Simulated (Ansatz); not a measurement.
# MoH+ (triplet): wave-function methods side by side at distance Mo1–H2 = 2.586 Å, def2-SVP

Aim: climb from Hartree-Fock through coupled cluster and multireference methods for MoH+ (triplet) at one geometry and basis, and see what each rung misses.

The runs use Ansatz 0.2.0, Gaussian basis; def2-SVP, core rule «outside noble gas», up to 4 orbitals frozen.

To be run: UHF; CCSD(T) on ROHF; CCSD(T) on UHF; CISD; CCSDT(Q) on ROHF; CCSDT(Q) on UHF; CASSCF and MRCISD+Q, 4 electrons in 4 orbitals; CASSCF and NEVPT2, 4 electrons in 4 orbitals; CASSCF and MRCISD+Q, 6 electrons in 7 orbitals; CASSCF and NEVPT2, 6 electrons in 7 orbitals; Full CI.

30 further runs of the same task are left out: 15 for a known fault of the program, 9 that didn't finish, 6 set aside as unsound or not needed.

**1. The geometry**

The geometry derives from a PBE0/def2-TZVP stationary point (not a proven minimum). One bond is set to the value named and the two fragments are kept rigid. No spin-orbit coupling is included. Elements past krypton take def2 core potentials.

2 atoms, charge 1, spin multiplicity 3.

Atoms are counted from 1 here; the program's logs count them from 0.

No contacts short enough for the rule that draws bonds.

**2. UHF**

The input, in.yaml:

```yaml
crystal:
  periodic: [false, false, false]
  atoms:
    - {symbol: Mo, position_ang: [0.000000, 0.000000, 0.000000]}
    - {symbol: H, position_ang: [0.000000, 0.000000, 2.586000]}
basis:
  gaussian: {orbitals: def2-SVP}
total_charge: 1
magnetization: {spin_polarized: true, initial_magnetization: 2}
hamiltonian: {xc: hf}
output: {orbitals: {seedname: orbitals}}
```

Launch:

```console
ansatz run in.yaml --threads 1 --pin off --events-out ev --progress --plain --max-ram 2393MiB
```

The runs that follow: CCSD(T) on ROHF; CCSD(T) on UHF; CISD; CCSDT(Q) on ROHF; CCSDT(Q) on UHF; CASSCF and MRCISD+Q, 4 electrons in 4 orbitals; CASSCF and NEVPT2, 4 electrons in 4 orbitals; CASSCF and MRCISD+Q, 6 electrons in 7 orbitals; CASSCF and NEVPT2, 6 electrons in 7 orbitals; Full CI.

**Question.** What will the summary of the whole plan be? Wanted: FCI below the RHF energy; RMP2 from FCI; RCCSD from FCI; RCCSD(T) from FCI; RCCSDT(Q) from FCI; NEVPT2 pair from FCI; MRCISD+Q pair from FCI; T1 diagnostic; effectively unpaired electrons.

The runs gave:

```
                         quantity              value
         FCI below the RHF energy         -3.5279 eV
                    RMP2 from FCI        +1556.5 meV
                   RCCSD from FCI         +315.2 meV
                RCCSD(T) from FCI         +100.6 meV
               RCCSDT(Q) from FCI           -1.0 meV
             NEVPT2 pair from FCI         +566.0 meV
           MRCISD+Q pair from FCI          +72.6 meV
levels within 1 kcal/mol (43 meV)  RCCSDT, RCCSDT(Q)
                    T1 diagnostic              0.174
   effectively unpaired electrons               3.50
```

**Reading.** RCCSD(T) lands +100.6 meV from the yardstick (2.9 % of the correlation energy). With 3.5 effectively unpaired electrons against 2 the state is strongly multireference. Coupled cluster on one determinant still stays close here. Of the multireference levels listed MRCISD+Q pair comes nearest in total energy (+72.6 meV), which doesn't show that its space is the better one. These misses are within one basis, not against nature.
